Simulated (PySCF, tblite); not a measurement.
# C₄H₅F₃O₄S: geometry, infrared bands and NMR shifts

Aim: predict the infrared bands and NMR shifts of C₄H₅F₃O₄S (`C[C@@H]1O[S@@](=O)O[C@@H]1OC(F)(F)F`).

Computed with tblite 0.8.0 and PySCF 2.14.0, with density-fitted response routines of our own, on a single molecule in the gas phase. Atoms count from 0, in the outputs and in this text.

### Step 1. The starting structure

17 atoms, charge 0, multiplicity 1; geometry from: force field or distance geometry start.

Bonds of the start (Å): C0–C1 1.52, C1–O2 1.35, O2–S3 1.69, S3–O4 1.52, S3–O5 1.69, O5–C6 1.39, C6–O7 1.39, O7–C8 1.37, C8–F9 1.37, C8–F10 1.38, C8–F11 1.38, C6–C1 1.49, C0–H12 1.12, C0–H13 1.10, C0–H14 1.12, C1–H15 1.10, C6–H16 1.10.

### Step 2. Relaxing the molecule with GFN2-xTB

Job settings and geometry (Å):

```
{"job": {"kind": "relax", "xc": "GFN2-xTB", "basis": "xTB"}, "charge": 0, "multiplicity": 1}
C     -0.963300     1.085900     0.933600
C     -0.854700     0.599700    -0.501700
O     -2.056000     0.110400    -0.877900
S     -2.010600    -1.436400    -0.199300
O     -2.909200    -2.426200    -0.913700
O     -0.361700    -1.714300    -0.461600
C      0.204100    -0.448000    -0.591500
O      1.035500    -0.311900     0.516400
C      2.362200    -0.081900     0.240500
F      2.837500    -1.136000    -0.494200
F      3.009000    -0.026400     1.454000
F      2.591900     1.119600    -0.394500
H     -1.981500     0.815400     1.309700
H     -0.737800     2.160300     0.988300
H     -0.272000     0.563300     1.639500
H     -0.622600     1.484500    -1.105000
H      0.722100    -0.346000    -1.552600
```

Run with:

```console
$ OMP_NUM_THREADS=1 python probes_run.py task.json out
```

This one command runs all jobs of the session in turn.

**Question.** This job is followed by: GFN2-xTB harmonic vibrations, gas phase; GIAO PBE0/pcSseg-1 NMR shielding, non-relativistic, gas phase. What will the session give for the following? strongest single infrared mode (GFN2-xTB); zero-point energy (GFN2-xTB); ¹³C shifts against TMS (PBE0/pcSseg-1); ¹H shifts against TMS (PBE0/pcSseg-1, means over atoms taken as alike); ¹⁷O shifts against H2O (PBE0/pcSseg-1); ³³S shifts against CS2 (PBE0/pcSseg-1); ¹⁹F shifts against CFCl3 (PBE0/pcSseg-1, means over atoms taken as alike).

The runs gave:

| quantity | value |
| --- | --- |
| strongest single infrared mode (GFN2-xTB) | 1206 cm⁻¹, 456 km/mol |
| zero-point energy (GFN2-xTB) | 64.1 kcal/mol |
| ¹³C shifts against TMS (PBE0/pcSseg-1) | 130.8, 104.4, 83.0, 18.1 ppm |
| ¹H shifts against TMS (PBE0/pcSseg-1, means over atoms taken as alike) | 6.18, 5.07, 1.59 ppm |
| ¹⁷O shifts against H2O (PBE0/pcSseg-1) | 317.6, 257.5, 201.1, 162.0 ppm |
| ³³S shifts against CS2 (PBE0/pcSseg-1) | 586 ppm |
| ¹⁹F shifts against CFCl3 (PBE0/pcSseg-1, means over atoms taken as alike) | -71.5 ppm |

In words: Over 167 steps the energy fell by 1.363 eV; of the close pairs, S3–O4 changed most, 1.516 to 1.420 Å. All 45 modes are real, so the xTB geometry is a minimum. The strongest single mode, at 1206 cm⁻¹, has its largest shares on C8, H16 and O7 (the list is cut at 3 atoms). GFN2-xTB is a fitted tight-binding method: band positions and strengths are rough. Its intensities can rank the bands wrongly. H16 (hydrogen on an sp3 carbon bearing two oxygens) lies farthest downfield among hydrogen, at 6.18 ppm; its carbon carries O, which withdraws density.
